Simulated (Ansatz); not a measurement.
# TiSi16: the cost of one run

All numbers below are computed with Ansatz 0.2.0 (DFT r2SCAN, plane waves, PAW, scalar-relativistic, no spin polarisation).

### Step 1. The structure to begin with

The cell holds 17 atoms (Si16Ti): a = 7.679 Å, b = 7.679 Å, c = 7.679 Å, α = 60.00°, β = 60.00°, γ = 60.00°.

The coordinates stand in the first input below.

### Step 2. Relaxing end A

input.yaml

```yaml
crystal:
  lattice:
    - [0.0, 5.43, 5.43]
    - [5.43, 0.0, 5.43]
    - [5.43, 5.43, 0.0]
  atoms:
    - { symbol: Si, position: [0.0, 0.0, 0.0] }
    - { symbol: Si, position: [0.125, 0.125, 0.125] }
    - { symbol: Si, position: [0.0, 0.0, 0.5] }
    - { symbol: Si, position: [0.125, 0.125, 0.625] }
    - { symbol: Si, position: [0.0, 0.5, 0.0] }
    - { symbol: Si, position: [0.125, 0.625, 0.125] }
    - { symbol: Si, position: [0.0, 0.5, 0.5] }
    - { symbol: Si, position: [0.125, 0.625, 0.625] }
    - { symbol: Si, position: [0.5, 0.0, 0.0] }
    - { symbol: Si, position: [0.625, 0.125, 0.125] }
    - { symbol: Si, position: [0.5, 0.0, 0.5] }
    - { symbol: Si, position: [0.625, 0.125, 0.625] }
    - { symbol: Si, position: [0.5, 0.5, 0.0] }
    - { symbol: Si, position: [0.625, 0.625, 0.125] }
    - { symbol: Si, position: [0.5, 0.5, 0.5] }
    - { symbol: Si, position: [0.625, 0.625, 0.625] }
    - { symbol: Ti, position: [0.8076055, 0.3169271, 0.3086147] }
basis:
  ecutwfc: 500.0
kpoints:
  mp_grid: { grid: [2, 2, 2] }
hamiltonian:
  xc: r2scan
  pseudopotentials: { kind: paw, azcp: { folder: soft_1 } }
scf:
  occupations: { method: gaussian, width: 0.05 }
  lower_state_search: "off"
relax:
  f_tol: 0.03
  max_steps: 60
  adjacent_minimum: "off"
```

Run with:

```
$ ansatz run input.yaml --threads 2 --pin off --max-ram 5120MiB --backend cpu --events-out ev --progress --plain --runs-dir out
```

What time and memory should one allow on 2 threads of Arm Neoverse V2, shared host?

About 5.6 min, with a peak of 1.6 GiB.
